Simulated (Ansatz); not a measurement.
**AlFGeH5N: up Jacob's ladder to CCSD(T)**

One table from this session's results is given with a row withheld; the runs are named, their logs left out.

Method: functionals in def2-TZVPP, the program's frozen cores in correlated methods; program: Ansatz 0.2.0, Gaussian basis.

The runs, in order: LDA (SPW92), PBE-D4, revPBE-D4, BLYP-D4, r2SCAN-D4, B97M-V, PBE0-D4, B3LYP-D4, r2SCANh-D4, r2SCAN0-D4, HSE06-D4, BHLYP-D4, CAM-B3LYP-D4, LC-ωPBE, ωB97X-V, ωB97M-V, B2PLYP, PBE-QIDH; CCSD(T)/def2-SVP; CCSD(T)/def2-TZVPP; MP2/def2-QZVPP; extrapolation to the limit; RPA on PBE.

**The relaxed structure**

The geometry comes from an earlier relaxation with PBE0-D4 in a triple-zeta def2 set; it is a stationary point, not always the lowest conformer.

SMILES `[NH2][AlH][GeH2][F]`, 9 atoms, charge 0, spin multiplicity 1.

Atoms are counted from 1 here; the program's logs count them from 0.

Bond lengths: N1–Al2 1.760 Å, N1–H5 1.008 Å, N1–H6 1.007 Å, Al2–Ge3 2.486 Å, Al2–H7 1.582 Å, Ge3–F4 1.765 Å, Ge3–H8 1.545 Å, Ge3–H9 1.545 Å. Angles: Al2–N1–H5 122.8°, Al2–N1–H6 126.5°, H5–N1–H6 110.6°, N1–Al2–Ge3 112.4°, N1–Al2–H7 121.0°, Ge3–Al2–H7 126.6°, Al2–Ge3–F4 103.7°, Al2–Ge3–H8 117.8°, Al2–Ge3–H9 117.8°, F4–Ge3–H8 104.3°, F4–Ge3–H9 104.4°, H8–Ge3–H9 107.0°.

Set-up of the first run:

Contents of in.yaml:

```yaml
crystal:
  periodic: [false, false, false]
  atoms:
    - {symbol: N, position_ang: [-0.588869, 1.184396, -1.381471]}
    - {symbol: Al, position_ang: [0.782177, 0.679504, -0.399457]}
    - {symbol: Ge, position_ang: [0.192071, -1.145409, 1.181912]}
    - {symbol: F, position_ang: [-1.517779, -1.441744, 0.860072]}
    - {symbol: H, position_ang: [-1.503651, 0.768200, -1.298095]}
    - {symbol: H, position_ang: [-0.588740, 1.903368, -2.086843]}
    - {symbol: H, position_ang: [2.200085, 1.362213, -0.566016]}
    - {symbol: H, position_ang: [0.248780, -0.834919, 2.694636]}
    - {symbol: H, position_ang: [0.864325, -2.521810, 0.978163]}
basis:
  gaussian: {orbitals: def2-TZVPP}
hamiltonian: {xc: lda}
output: {orbitals: {seedname: orbitals}}
```

Run with:

```
> ansatz run in.yaml --threads 4 --pin off --events-out ev --progress --plain --max-ram 10444MiB
```

Steps of the session up to this table: LDA; PBE-D4 (GGA); revPBE-D4 (GGA); BLYP-D4 (GGA); r2SCAN-D4 (meta-GGA); B97M-V (meta-GGA); PBE0-D4 (hybrid); B3LYP-D4 (hybrid); r2SCANh-D4 (hybrid); r2SCAN0-D4 (hybrid); HSE06-D4 (hybrid); BHLYP-D4 (hybrid); CAM-B3LYP-D4 (range-separated); LC-ωPBE (range-separated); ωB97X-V (range-separated); ωB97M-V (range-separated); B2PLYP (double hybrid); PBE-QIDH (double hybrid).

One table of the session follows, with a row left open; its other results are not shown here.

It belongs to the step «Frontier levels by functional». 

| functional | HOMO (eV) | LUMO (eV) | gap (eV) |
| --- | --- | --- | --- |
| LDA (SPW92) | -6.59 | -2.24 | 4.35 |
| PBE-D4 | -6.50 | -2.05 | 4.45 |
| revPBE-D4 | -6.45 | -1.96 | 4.50 |
| BLYP-D4 | -6.38 | -1.91 | 4.47 |
| r2SCAN-D4 | -6.79 | -1.82 | 4.97 |
| B97M-V | -6.83 | -1.97 | 4.86 |
| PBE0-D4 | -7.69 | -1.33 | 6.36 |
| B3LYP-D4 | -7.49 | -1.51 | 5.98 |
| r2SCANh-D4 | ? | ? | ? |
| r2SCAN0-D4 | -7.87 | -1.20 | 6.67 |
| HSE06-D4 | -7.29 | -1.70 | 5.59 |
| BHLYP-D4 | -8.77 | -0.56 | 8.21 |
| CAM-B3LYP-D4 | -8.97 | -0.37 | 8.61 |
| LC-ωPBE | -10.26 | 0.67 | 10.93 |
| ωB97X-V | -9.95 | 0.57 | 10.52 |
| ωB97M-V | -9.73 | 0.33 | 10.05 |

Estimate the missing values for r2SCANh-D4.

Worked estimate for «HOMO (eV)». Against the share of exact exchange, r2SCAN-D4 (0, -6.79), r2SCAN0-D4 (0.25, -7.87) give a slope of -4.32 per unit share; at 0.1 the line stands at -7.22.

As computed: HOMO (eV): -7.22; LUMO (eV): -1.57; gap (eV): 5.65. In «HOMO (eV)» the line misses by 0.00.
